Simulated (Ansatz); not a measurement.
CH4AlClS, SMILES C[S][AlH][Cl], a short molecular-dynamics run

Program: the Ansatz DFT code, driven from Python.

Interactive session:
```pycon
>>> import ansatz as az
>>> import numpy as np
>>> geometry_ang = [
...     ('C', [-0.9991, 0.6894, -0.5131]),
...     ('S', [-0.0926, -0.5828, -1.3392]),
...     ('Al', [1.3028, -0.8847, 0.3956]),
...     ('Cl', [0.8872, -2.2948, 2.0176]),
...     ('H', [-0.3895, 1.5915, -0.3081]),
...     ('H', [-1.8507, 1.0881, -1.2128]),
...     ('H', [-1.4863, 0.3511, 0.4102]),
...     ('H', [2.7203, -0.015, 0.494]),
... ]
>>> ch4alcls = az.Crystal.molecule()
>>> for symbol, xyz in geometry_ang:
...     ch4alcls = ch4alcls.atom(symbol, xyz)
...
>>> setup = ch4alcls.calculation()
>>> setup = setup.basis(gaussian='6-31G*').functional('blyp')
>>> setup = setup.md('nvt_nose_hoover', timestep=0.5, steps=30, temperature=200, initial_velocities='maxwell_boltzmann', seed=63, thermostat_time=20)
>>> frames = []
>>> setup.session().plan().execute(on_event=lambda e: frames.append(e['data']) if e['event'] == 'md_step' else None)
<ansatz.RunOutcome object at 0x...>
>>> print('t (fs)   E_pot (eV)      E_kin (eV)   T (K)   d(0-1) (A)')
t (fs)   E_pot (eV)      E_kin (eV)   T (K)   d(0-1) (A)
>>> for f in frames[::2]:
...     xyz = np.array(f['positions_ang'])
...     print(f'{f["time_fs"]:6.2f} {f["lagrangian_ev"]:14.5f} {f["e_kin_ev"]:10.5f} {f["temperature_k"]:8.1f} {np.linalg.norm(xyz[0] - xyz[1]):9.4f}')
...
  0.00   -31057.08482    0.15511    200.0    1.7671
  1.00   -31057.11762    0.18746    241.7    1.7685
  2.00   -31057.15128    0.22031    284.1    1.7726
  3.00   -31057.15354    0.22160    285.7    1.7790
  4.00   -31057.11596    0.18363    236.8    1.7872
  5.00   -31057.08245    0.15007    193.5    1.7969
  6.00   -31057.10657    0.17288    222.9    1.8076
  7.00   -31057.17212    0.23598    304.3    1.8194
  8.00   -31057.22289    0.28388    366.0    1.8324
  9.00   -31057.23830    0.29549    381.0    1.8465
 10.00   -31057.23455    0.28656    369.5    1.8617
 11.00   -31057.23229    0.27775    358.1    1.8777
 12.00   -31057.23904    0.27651    356.5    1.8939
 13.00   -31057.24487    0.27288    351.8    1.9100
 14.00   -31057.22797    0.24597    317.1    1.9255
 15.00   -31057.18106    0.19068    245.9    1.9399
>>> kept = np.array([f['conserved_ev'] for f in frames])
>>> print(f'conserved energy moves by at most {1000 * np.ptp(kept):.3f} meV')
conserved energy moves by at most 1.685 meV
```

What to keep in mind:
- Total energies depend on the basis set; only differences at equal settings carry meaning.
- The trajectory is only some femtoseconds long, so its temperature is not equilibrated; where the script doesn't relax first, it starts from a rough generated geometry.
- The temperature counts the internal degrees of freedom alone.
- Timing: 89 s on 1 thread of Arm Neoverse V1, on a shared host, peak memory 0.19 GiB.

(Lines on the test bed's own set-up are left out of the output.)
